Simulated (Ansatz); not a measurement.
# SbH3 (singlet): the correlation ladder at a displaced geometry (v1), def2-TZVPP

Aim: climb from Hartree-Fock through coupled cluster and multireference methods for SbH3 (singlet) at one geometry and basis, and see what each rung misses.

Program: Ansatz 0.2.0, Gaussian basis. Level of theory: def2-TZVPP, core rule «outside noble gas», up to 9 orbitals frozen. These are calculated values, not measurements.

The runs, in order: UHF; CCSD(T) on RHF; BCCD(T) on RHF; CCSDT(Q) on RHF; CASSCF and NEVPT2, 8 electrons in 7 orbitals.

10 further runs of the same task are left out: 5 that didn't finish, 5 set aside as unsound or not needed.

**1. What is computed**

The geometry is a PBE0/def2-TZVP stationary point (not a proven minimum) with its atoms shifted at random (size 0.040 Å). No spin-orbit coupling is included. Elements past krypton take def2 core potentials.

4 atoms, charge 0, spin multiplicity 1.

Atoms are counted from 1 here; the program's logs count them from 0.

Bond lengths: Sb1–H2 1.700 Å, Sb1–H3 1.690 Å, Sb1–H4 1.732 Å. Angles: H2–Sb1–H3 91.7°, H2–Sb1–H4 93.2°, H3–Sb1–H4 94.3°.

**2. UHF**

File in.yaml:

```yaml
crystal:
  periodic: [false, false, false]
  atoms:
    - {symbol: Sb, position_ang: [0.000190, -0.000066, -0.022577]}
    - {symbol: H, position_ang: [1.405779, -0.004296, 0.934483]}
    - {symbol: H, position_ang: [-0.673057, 1.259616, 0.881128]}
    - {symbol: H, position_ang: [-0.755640, -1.247386, 0.911667]}
basis:
  gaussian: {orbitals: def2-TZVPP}
magnetization: {spin_polarized: true, initial_magnetization: 0}
hamiltonian: {xc: hf}
output: {orbitals: {seedname: orbitals}}
```

Started as:

```bash
> ansatz run in.yaml --threads 1 --pin off --events-out ev --progress --plain --max-ram 2393MiB
```

Further steps of the session: CCSD(T) on RHF; BCCD(T) on RHF; CCSDT(Q) on RHF; CASSCF and NEVPT2, 8 electrons in 7 orbitals.

**Question.** What will the summary of the whole plan be? Wanted: RCCSDT(Q) below the RHF energy; RMP2 from RCCSDT(Q); RCCSD from RCCSDT(Q); RCCSD(T) from RCCSDT(Q); NEVPT2 valence from RCCSDT(Q); T1 diagnostic; effectively unpaired electrons.

The runs gave:

```
                         quantity                      value
   RCCSDT(Q) below the RHF energy                 -4.7231 eV
              RMP2 from RCCSDT(Q)            +21.29 kcal/mol
             RCCSD from RCCSDT(Q)             +3.68 kcal/mol
          RCCSD(T) from RCCSDT(Q)             +0.61 kcal/mol
    NEVPT2 valence from RCCSDT(Q)            +19.68 kcal/mol
levels within 1 kcal/mol (43 meV)  RCCSD(T), BCCD(T), RCCSDT
                    T1 diagnostic                      0.013
   effectively unpaired electrons                       0.03
```

**Reading.** RCCSD(T) misses by +0.61 kcal/mol, 0.6 % of the correlation energy. One determinant dominates. These misses are within one basis, not against nature.
